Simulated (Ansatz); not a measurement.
What does this script print? It uses Ansatz 0.2.0, Python API.

Script `torsion_c3h6si.py`:
```python
"""Rigid torsion scan of C3H6Si."""

import ansatz as az
from ase import Atoms

atoms = Atoms(["C", "C", "C", "Si", "H", "H", "H", "H", "H", "H"], positions=[
    (-1.0652, 1.669, -0.8),
    (-0.4932, 0.579, -0.6962),
    (0.0988, -0.5517, -0.6122),
    (0.8968, -1.1081, 0.9766),
    (-0.5726, 2.6122, -1.084),
    (-2.1862, 1.788, -0.6656),
    (0.2821, -1.1949, -1.4551),
    (1.8871, -0.1529, 1.4767),
    (1.475, -2.4242, 0.8342),
    (-0.2395, -1.2676, 2.0284),
])

# start the scan from a relaxed geometry
first = (
    az.Crystal.molecule_from_ase(atoms).calculation()
    .basis(gaussian="6-31G*")
    .functional("pbe0")
    .relax(force_tolerance=0.02, max_steps=80)
)
atoms.positions = first.run(threads=1).report["positions_ang"]

start = atoms.get_dihedral(1, 2, 3, 7)
energies = {}
for turn in range(0, 121, 20):
    turned = atoms.copy()
    turned.set_dihedral(1, 2, 3, 7, start + turn, indices=[3, 7, 8, 9])
    calc = (
        az.Crystal.molecule_from_ase(turned).calculation()
        .basis(gaussian="6-31G*")
        .correlation("MP2")
    )
    energies[round((start + turn) % 360)] = calc.run(threads=1).report["free_energy_ev"]
floor = min(energies.values())
print("dihedral C1-C2-Si3-H7 (deg)   E - E(min) (kcal/mol)")
for angle, e in sorted(energies.items()):
    print(f"{angle:8d} {23.060548 * (e - floor):14.3f}  " + "#" * int(30 * (e - floor) / max(max(energies.values()) - floor, 1e-9)))
```

```console
$ python torsion_c3h6si.py
dihedral C1-C2-Si3-H7 (deg)   E - E(min) (kcal/mol)
     240          0.000
     260          0.243  #######
     280          0.732  ######################
     300          0.998  ##############################
     320          0.802  ########################
     340          0.357  ##########
     360          0.108  ###
```

The scan is rigid and the energies are electronic, in a modest basis. With rigid groups the curve can differ much from the relaxed path, the start wasn't checked as a minimum of this torsion, and equivalent turns needn't return to the same energy. The start is relaxed with a density functional and scanned with the wavefunction method, so it isn't exactly that method's minimum. Wall time of the script: 69 s on 1 thread of Arm Neoverse V2, on a shared host, peak memory 0.22 GiB.
